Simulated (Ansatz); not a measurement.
## SrMg, space group Pm-3m: a convergence test of the plane-wave cutoff, step by step

Computed with the Ansatz DFT code, driven from Python.

At the Python prompt:
```pycon
>>> import ansatz as az
>>> from tabulate import tabulate
>>> srmg = (
...     az.Lattice.from_parameters(4.190318, 4.190318, 4.190318, alpha=90.0, beta=90.0, gamma=90.0)
...     .atom("Sr", (0.5, 0.5, 0.5))
...     .atom("Mg", (0.0, 0.0, 0.0))
... )
>>> [site.symbol for site in srmg.resolved().sites]
['Sr', 'Mg']
>>> calculation = (
...     srmg.calculation()
...     .occupations("Gaussian", width=50 * az.meV)
...     .kpoints(6)
...     .functional("PBEsol")
... )
>>> rows = []
>>> for value in [250, 300, 350, 400, 450, 500]:
...     report = calculation.basis(value).run(threads=1).report
...     rows.append((value, report["free_energy_ev"] / len(report["lattice"]["sites"]), report["n_iterations"], report["n_pw"]))
...
DeckWarning: basis.ecutwfc = 250 eV is below the records' recommended 420 eV, and the density's cutoff is lower with it unless basis.ecutrho_ratio is high enough to keep the records' density cutoff: compare with a run at a higher cutoff
DeckWarning: basis.ecutwfc = 300 eV is below the records' recommended 420 eV, and the density's cutoff is lower with it unless basis.ecutrho_ratio is high enough to keep the records' density cutoff: compare with a run at a higher cutoff
DeckWarning: basis.ecutwfc = 350 eV is below the records' recommended 420 eV, and the density's cutoff is lower with it unless basis.ecutrho_ratio is high enough to keep the records' density cutoff: compare with a run at a higher cutoff
DeckWarning: basis.ecutwfc = 400 eV is below the records' recommended 420 eV, and the density's cutoff is lower with it unless basis.ecutrho_ratio is high enough to keep the records' density cutoff: compare with a run at a higher cutoff
>>> print(tabulate(rows, headers=["cutoff (eV)", "F/atom (eV)", "iterations", "plane waves"], floatfmt=".4f", tablefmt="github"))
|   cutoff (eV) |   F/atom (eV) |   iterations |   plane waves |
|---------------|---------------|--------------|---------------|
|           250 |    -2702.0674 |            6 |           691 |
|           300 |    -2702.1793 |            6 |           895 |
|           350 |    -2702.1902 |            6 |          1045 |
|           400 |    -2702.1909 |            6 |          1357 |
|           450 |    -2702.1910 |            6 |          1575 |
|           500 |    -2702.1910 |            6 |          1863 |
>>> # the last row is the reference
>>> for row in rows[:-1]:
...     shift = 1000 * (row[1] - rows[-1][1])
...     print(f"{row[0]}: {shift:+.2f} meV/atom" + ("  (within 2 meV)" if abs(shift) < 2 else ""))
...
250: +123.62 meV/atom
300: +11.68 meV/atom
350: +0.88 meV/atom  (within 2 meV)
400: +0.16 meV/atom  (within 2 meV)
450: +0.05 meV/atom  (within 2 meV)
```

From 350 eV on it stays within 2 meV an atom of the value at 500 eV; the first row (250 eV) is off by 123.6 meV and the last but one by 0.05 meV. The energy falls steadily, as expected when plane waves are added.

For a metal this k-point mesh is coarse: on a finer one energies can move by several to tens of meV an atom and pressures by half a GPa or more, differences at one mesh by less. The structure comes from a database of computed cells and needn't be a stable or known phase. Warnings are shown shortened and without file and line. Shifts are counted from the last row, which is itself no proven limit. Run time: 5 s on 1 thread of Intel(R) Xeon(R) Platinum 8488C (Sapphire Rapids), with other jobs on the host, peak memory 0.38 GiB.

(Lines on the test bed's own set-up are left out of the output.)
